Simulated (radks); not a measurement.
# Mo³⁺ in [Ar] 3d10 4s1.75 4p6 4d3 4f0.25: an all-electron calculation

Wanted: eigenvalues, radial structure and energy terms of the molybdenum ion Mo3+.

Method: Dirac Kohn-Sham, BP86, spin-unpolarised, spherical densities, finite nucleus; open shells are shared between the two j in proportion to 2j + 1. Code: radks (a radial shooting solver on a logarithmic mesh, Libxc functionals) version 1.

## Step 1: The atom as given

| Property | Result |
| --- | --- |
| element | molybdenum (Z = 42) |
| charge | +3 |
| electrons | 39 |
| configuration | [Ar] 3d10 4s1.75 4p6 4d3 4f0.25 |
| nuclear rms radius | 4.4091 fm |

## Step 2: The run

Input:

```text
Z 42
configuration [Ar] 3d10 4s1.75 4p6 4d3 4f0.25
relativity Dirac
functional b88,p86
spin unpolarised
j_filling average
nucleus finite rms 4.4091 fm
c 137.035999084
```

What does the calculation give?

As calculated:

```
                        quantity                   value
                    total energy     -4047.40501 hartree
exchange-correlation share of it                  3.05 %
                            −T/E                  1.0369
          highest occupied level       4f7/2, -10.813 eV
    most extended occupied level  4f7/2, <r> = 4.07 bohr
 radius at density 0.001 e/bohr³               3.43 bohr
    maxima of the radial density                       4
```

What this shows: The radial density shows 4 maxima for 4 occupied principal shells. Relativity lifts −T/E to 1.037. This is not the tabulated ground configuration, so its levels and sizes aren't those of the ground state, and no measured value stands beside it.
